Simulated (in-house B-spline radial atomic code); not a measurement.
# Au⁴⁺: ionisation energy by several methods

An exercise on one series of results from a longer session: the logs are not shown, and one member is left open.

Program: in-house B-spline radial atomic code version 1. Level of theory: non-relativistic, several functionals, spin-polarised, exact exchange averaged over the configuration; spherical all-electron atom at the radial basis limit. These are calculated values, not measurements, unless marked.

### What is computed

- element: gold (Z = 79)
- charge: +4
- electrons: 75
- configuration: [Xe] 4f14 5d7
- nucleus: point

Outer shells as boxes (Hund's rule):

[Xe] 4f14 5d7
```
[Xe] core
4f [↑↓][↑↓][↑↓][↑↓][↑↓][↑↓][↑↓]
5d [↑↓][↑↓][↑ ][↑ ][↑ ]
```

Where spins are not typed, each open shell is filled with up spins first.

Set-up of the first run:

Input settings:

```ini
Z = 79
electrons = 75.0
configuration = [Xe] 4f14 5d7
hamiltonian = nr
method = tpssh
spin_polarised = True
exact_exchange = averaged over the configuration
```

Run with:

```
$ python run_scf.py task.json out
```

task.json lists these runs, among others, and the program works through them in turn.

Steps of the session up to this table: TPSSh, a global hybrid; ωB97X, a range-separated hybrid; B97-1, a global hybrid; CAM-B3LYP, a range-separated hybrid; r2SCAN0, a global hybrid; HSE06, a range-separated hybrid.

One table of the session follows, with a row left open; its other results are not shown here.

| method | ΔSCF (eV) |
| --- | --- |
| TPSSh | 62.153 |
| B97-1 | 62.336 |
| r2SCAN0 | 62.080 |
| ωB97X | ? |
| CAM-B3LYP | 62.326 |
| HSE06 | 62.159 |

Q: Estimate the row for ωB97X from the others.

The run gave: ΔSCF (eV): 62.050. In the column «ΔSCF (eV)» it is the lowest.

Caveats from the session: These runs leave out relativity, which matters at this nuclear charge.
